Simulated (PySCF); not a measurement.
# C4H12BP: the cost of one run

Computed with PySCF 2.14.0 and routines of our own; the level stands in each step. Atoms count from 0.

### 1 The starting structure

18 atoms, charge 0, multiplicity 1; geometry from: GFN2-xTB.

### 2 Magnetic properties: GIAO KT3/pcSseg-1

Job settings and geometry (Å):

```
{"job": {"kind": "mag", "xc": "KT3", "basis": "pcSseg-1", "isotopologues": 2}, "charge": 0, "multiplicity": 1}
B      0.081100    -1.009645     1.817989
P      0.204827    -0.208870     0.072810
C      1.041338    -1.212947    -1.215447
C      1.153572     1.364967     0.017294
C     -1.336404     0.235022    -0.778845
C     -2.245185     1.017489    -0.219366
H      1.218415    -1.187716     2.133518
H     -0.479276    -0.204591     2.495492
H     -0.536883    -2.016754     1.668080
H      1.099035    -0.682254    -2.164837
H      0.484549    -2.139655    -1.345654
H      2.044237    -1.460430    -0.872052
H      2.145488     1.179341     0.425566
H      0.649916     2.095621     0.646763
H      1.235185     1.749918    -0.997681
H     -1.502906    -0.212905    -1.751206
H     -3.175001     1.264943    -0.706893
H     -2.090768     1.434783     0.762811
```

Method: GIAO KT3/pcSseg-1 magnetisability, rotational g tensor and spin-rotation constants, non-relativistic, gas phase.

The run is started by

```sh
OMP_NUM_THREADS=1 python excited_run.py task.json out
```

This one command runs all jobs of the session in turn.

Q: Estimate the wall time and peak memory of this first job on 1 thread of AMD EPYC 9R45, shared host.

About 21 s, with a peak of 0.63 GiB.
